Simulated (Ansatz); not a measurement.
# CH₈O₄Si₂: up Jacob's ladder to CCSD(T)

How much do the methods differ for CH₈O₄Si₂? The plan is to run it at one geometry with functionals of several rungs and with coupled cluster. The yardstick is the atomisation energy at the CCSD(T) limit.

Method: functionals in def2-TZVPP, the program's frozen cores in correlated methods; program: Ansatz 0.2.0, Gaussian basis.

Plan: PBE-D4, r2SCAN-D4, PBE0-D4, B3LYP-D4, ωB97X-V, ωB97M-V, B2PLYP; CCSD(T)/def2-TZVPP; MP2/def2-QZVPP; extrapolation to the limit.

## 1. Structure used throughout

An earlier PBE0-D4 in a triple-zeta def2 set relaxation fixed the geometry.

SMILES `C[SiH](O)O[SiH](O)O`, 15 atoms, charge 0, spin multiplicity 1.

Atoms are counted from 1 here; the program's logs count them from 0.

Bond lengths: C1–Si2 1.847 Å, C1–H8 1.093 Å, C1–H9 1.092 Å, C1–H10 1.093 Å, Si2–O3 1.638 Å, Si2–O4 1.652 Å, Si2–H11 1.486 Å, O3–H12 0.963 Å, O4–Si5 1.615 Å, Si5–O6 1.635 Å, Si5–O7 1.644 Å, Si5–H13 1.477 Å, O6–H14 0.958 Å, O7–H15 0.959 Å. Angles: Si2–C1–H8 110.8°, Si2–C1–H9 110.7°, Si2–C1–H10 110.4°, H8–C1–H9 108.6°, H8–C1–H10 108.1°, H9–C1–H10 108.2°, C1–Si2–O3 108.8°, C1–Si2–O4 110.2°, C1–Si2–H11 111.2°, O3–Si2–O4 109.4°, O3–Si2–H11 111.1°, O4–Si2–H11 106.2°, Si2–O3–H12 114.8°, Si2–O4–Si5 138.7°, O4–Si5–O6 113.9°, O4–Si5–O7 106.5°, O4–Si5–H13 108.3°, O6–Si5–O7 105.9° and more.

Geometry (Å):

```xyz
15
CH8O4Si2
C    -1.15097    0.94141   -2.08592
Si    0.07889   -0.19564   -1.30684
O    -0.66460   -1.60901   -0.94144
O     0.68329    0.47834    0.07497
Si    0.94354    0.06247    1.61339
O    -0.14163    0.69075    2.66236
O     0.75398   -1.56842    1.69349
H    -0.68421    1.89287   -2.35235
H    -1.98017    1.13903   -1.40265
H    -1.55772    0.49548   -2.99701
H     1.24399   -0.42090   -2.20140
H    -0.29822   -2.07433   -0.18190
H     2.30840    0.48836    1.98477
H    -0.07343    1.61851    2.88960
H     0.53885   -1.93891    2.55093
```

## 2. PBE-D4 (GGA)

in.yaml reads:

```yaml
crystal:
  periodic: [false, false, false]
  atoms:
    - {symbol: C, position_ang: [-1.150966, 0.941409, -2.085918]}
    - {symbol: Si, position_ang: [0.078890, -0.195641, -1.306844]}
    - {symbol: O, position_ang: [-0.664604, -1.609010, -0.941439]}
    - {symbol: O, position_ang: [0.683290, 0.478336, 0.074970]}
    - {symbol: Si, position_ang: [0.943545, 0.062474, 1.613386]}
    - {symbol: O, position_ang: [-0.141630, 0.690749, 2.662356]}
    - {symbol: O, position_ang: [0.753984, -1.568424, 1.693487]}
    - {symbol: H, position_ang: [-0.684212, 1.892865, -2.352350]}
    - {symbol: H, position_ang: [-1.980173, 1.139026, -1.402646]}
    - {symbol: H, position_ang: [-1.557718, 0.495482, -2.997009]}
    - {symbol: H, position_ang: [1.243986, -0.420902, -2.201397]}
    - {symbol: H, position_ang: [-0.298220, -2.074327, -0.181900]}
    - {symbol: H, position_ang: [2.308399, 0.488356, 1.984774]}
    - {symbol: H, position_ang: [-0.073427, 1.618511, 2.889597]}
    - {symbol: H, position_ang: [0.538848, -1.938914, 2.550933]}
basis:
  gaussian: {orbitals: def2-TZVPP}
hamiltonian: {xc: pbe, dispersion: d4}
output: {forces: true, orbitals: {seedname: orbitals}}
```

Command:

```
$ ansatz run in.yaml --threads 2 --pin off --events-out ev --progress --plain --max-ram 31744MiB --backend cuda --devices 0, --max-vram 18GiB
```

After this run come: r2SCAN-D4 (meta-GGA); PBE0-D4 (hybrid); B3LYP-D4 (hybrid); ωB97X-V (range-separated); ωB97M-V (range-separated); B2PLYP (double hybrid); CCSD(T) in def2-TZVPP; MP2 in def2-QZVPP.

Before running them: what should the planned runs give, taken together? Wanted: atomisation energy, CCSD(T)/CBS; farthest; mean size of error, hybrid; mean size of error, range-separated; gap, smallest and largest; T1 diagnostic; triples share of the correlation energy.

The runs gave:

```
                               quantity                                 value
        atomisation energy, CCSD(T)/CBS                         6057.4 kJ/mol
 functionals within 30.3 kJ/mol (0.5 %)   PBE-D4, r2SCAN-D4, ωB97X-V, ωB97M-V
                               farthest               PBE0-D4 (-108.4 kJ/mol)
             mean size of error, hybrid                           87.4 kJ/mol
    mean size of error, range-separated                           20.9 kJ/mol
              gap, smallest and largest  6.45 eV (PBE-D4), 13.13 eV (ωB97X-V)
                          T1 diagnostic                                0.0115
triples share of the correlation energy                                 3.4 %
```

In words: PBE-D4 is off by -0.3 kJ/mol. Double hybrids carry the basis error of their MP2 part in triple zeta, and no dispersion term here, so their miss is partly the set-up's. Misses under about 30.3 kJ/mol are within the doubt on the reference itself, which lacks core-valence correlation, relativity and higher excitations. Hartree-Fock recovers 72 % of the binding; the rest is correlation. Orbital gaps span 6.4 to 13.1 eV; exact exchange widens them.
